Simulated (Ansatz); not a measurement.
# ClF2H3W: the cost of one run

All numbers below are computed with Ansatz 0.2.0 (RKS PBE0/def2-SVP).

## Step 1: The structure to begin with

Bond lengths: W1–Cl2 2.390 Å, W1–H3 1.720 Å, W1–F4 1.850 Å, W1–H5 1.720 Å, W1–F6 1.850 Å, W1–H7 1.720 Å. Angles (14 of 15 angles, heavy atoms first): Cl2–W1–F4 90.0°, Cl2–W1–F6 90.0°, F4–W1–F6 180.0°, Cl2–W1–H3 90.0°, Cl2–W1–H5 90.0°, Cl2–W1–H7 180.0°, H3–W1–F4 90.0°, H3–W1–F6 90.0°, F4–W1–H5 90.0°, F4–W1–H7 90.0°, H5–W1–F6 90.0°, F6–W1–H7 90.0°, H3–W1–H5 180.0°, H3–W1–H7 90.0°.

As a file:

```xyz
7

W     0.0000    0.0000    0.0000
Cl    0.0000    0.0000    2.3900
H     1.7200    0.0000    0.0000
F     0.0000    1.8500    0.0000
H    -1.7200    0.0000    0.0000
F     0.0000   -1.8500    0.0000
H     0.0000    0.0000   -1.7200
```

## Step 2: Relaxing the start

Input file input.yaml:

```yaml
crystal:
  periodic: [false, false, false]
  atoms:
    - { symbol: W, position_ang: [0.0, 0.0, 0.0] }
    - { symbol: Cl, position_ang: [0.0, 0.0, 2.39] }
    - { symbol: H, position_ang: [1.72, 0.0, 0.0] }
    - { symbol: F, position_ang: [0.0, 1.85, 0.0] }
    - { symbol: H, position_ang: [-1.72, 0.0, 0.0] }
    - { symbol: F, position_ang: [0.0, -1.85, 0.0] }
    - { symbol: H, position_ang: [0.0, 0.0, -1.72] }
basis:
  gaussian: { orbitals: def2-SVP }
hamiltonian:
  xc: pbe0
relax:
  f_tol: 0.02
  max_steps: 40
output:
  orbitals: {}
```

Run with:

```sh
$ ansatz run input.yaml --threads 1 --pin off --max-ram 2048MiB --backend cpu --events-out ev --progress --plain --runs-dir out
```

What time and memory should one allow on 1 thread of Arm Neoverse V1, shared host?

About 60 s, with a peak of 0.2 GiB.
